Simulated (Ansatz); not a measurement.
# CH3FOSn: the cost of one run

The runs use Ansatz 0.2.0, Gaussian basis; the settings change from run to run.

### 1 The geometry

An earlier PBE0-D4 in a triple-zeta def2 set relaxation fixed the geometry. Sn takes a core potential in def2 sets; no spin-orbit term is included.

7 atoms, charge 0, spin multiplicity 1.

Atoms are counted from 1 here; the program's logs count them from 0.

Bond lengths: F1–Sn2 1.986 Å, Sn2–O4 2.396 Å, Sn2–H5 1.785 Å, C3–O4 1.211 Å, C3–H6 1.099 Å, C3–H7 1.100 Å. Angles: F1–Sn2–O4 81.5°, F1–Sn2–H5 93.3°, O4–Sn2–H5 83.5°, O4–C3–H6 120.7°, O4–C3–H7 119.3°, H6–C3–H7 120.0°, Sn2–O4–C3 119.2°.

### 2 wB97M-V/def2-SVP

Options: charge -1, multiplicity 2, restricted open-shell orbitals.

in.yaml

```yaml
crystal:
  periodic: [false, false, false]
  atoms:
    - {symbol: F, position_ang: [1.076402, -1.149808, -1.027565]}
    - {symbol: Sn, position_ang: [-0.660297, -1.840194, -0.356532]}
    - {symbol: C, position_ang: [-0.050743, 1.249006, -0.002728]}
    - {symbol: O, position_ang: [-0.928812, 0.458755, 0.263629]}
    - {symbol: H, position_ang: [-0.064087, -2.011255, 1.316894]}
    - {symbol: H, position_ang: [0.867431, 0.918059, -0.508172]}
    - {symbol: H, position_ang: [-0.178494, 2.307536, 0.268774]}
basis:
  gaussian: {orbitals: def2-SVP}
total_charge: -1
magnetization: {spin_polarized: false, initial_magnetization: 1}
hamiltonian: {xc: {name: wB97M-V}}
output: {forces: true}
```

Started as:

```
$ ansatz run in.yaml --threads 2 --pin off --events-out ev --progress --plain --max-ram 4352MiB
```

**Question.** How long does this run take on 2 threads of Arm Neoverse V1, shared host, and how much memory does it need?

About 23 s, with a peak of 0.36 GiB.
